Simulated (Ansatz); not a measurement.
This script for Ansatz 0.2.0 through its Python package starts 2 runs on Br2HIn, SMILES [Br][InH][Br]. What input does the engine get in each?

`ip_br2hin.py`
```python
"""Vertical ionisation energy of Br2HIn."""

import ansatz as az


def total_energy(molecule, charge=0, unpaired=0):
    calc = molecule.calculation().basis(gaussian="def2-SVP").functional("pbe")
    if charge:
        calc = calc.charge(charge)
    if unpaired:
        calc = calc.spin("collinear", total=unpaired)
    report = calc.run(threads=1).report
    if report["published_state_doubts"]:
        print("  doubts:", report["published_state_doubts"])
    return report["free_energy_ev"]

GEOMETRY = """
Br   -1.94600    0.88460   -1.22170
In    0.05310    0.39770   -0.11670
Br    0.69130   -2.20820   -0.02090
H     1.25710    0.86570    1.33900
"""

geometry = az.Crystal.molecule()
for line in GEOMETRY.strip().splitlines():
    symbol, *xyz = line.split()
    geometry = geometry.atom(symbol, [float(v) for v in xyz])

# total-energy differences at one geometry
parent = total_energy(geometry, 0, 0)
cation = total_energy(geometry, 1, 1)
print(f"E(N)   = {parent:.5f} eV")
print(f"E(N-1) = {cation:.5f} eV  (1 unpaired)")
print(f"vertical ionisation energy {cation - parent:.3f} eV")
```

Run 1:
```yaml
crystal:
  periodic: [false, false, false]
  atoms:
    - { symbol: Br, position_ang: [-1.946, 0.8846, -1.2217] }
    - { symbol: In, position_ang: [0.0531, 0.3977, -0.1167] }
    - { symbol: Br, position_ang: [0.6913, -2.2082, -0.0209] }
    - { symbol: H, position_ang: [1.2571, 0.8657, 1.339] }
basis:
  gaussian:
    orbitals: def2-SVP
hamiltonian:
  xc: pbe
```

Run 2, against run 1:
```diff
+magnetization:
+  spin_polarized: true
+  initial_magnetization: 1.0
+total_charge: 1.0
```

`python ip_br2hin.py` gives:
```text
E(N)   = -145246.54245 eV
E(N-1) = -145237.03025 eV  (1 unpaired)
vertical ionisation energy 9.512 eV
```

At this unrelaxed geometry removing an electron costs 9.51 eV.

What to keep in mind:
- These settings explore the input space; basis and method may be short of convergence.
- The geometry is a force-field or estimated start, not a minimum of this method, and the basis set is short of its limit. All parts are taken at fixed geometry, without zero-point energy. At an unrelaxed start these energies can be a whole eV from those at the minimum, and a small affinity can change sign.
- def2 sets replace the cores of elements past krypton by effective core potentials.
- Hardware and time: 19 s on 1 thread of Arm Neoverse V1 (shared host), peak memory 0.27 GiB.
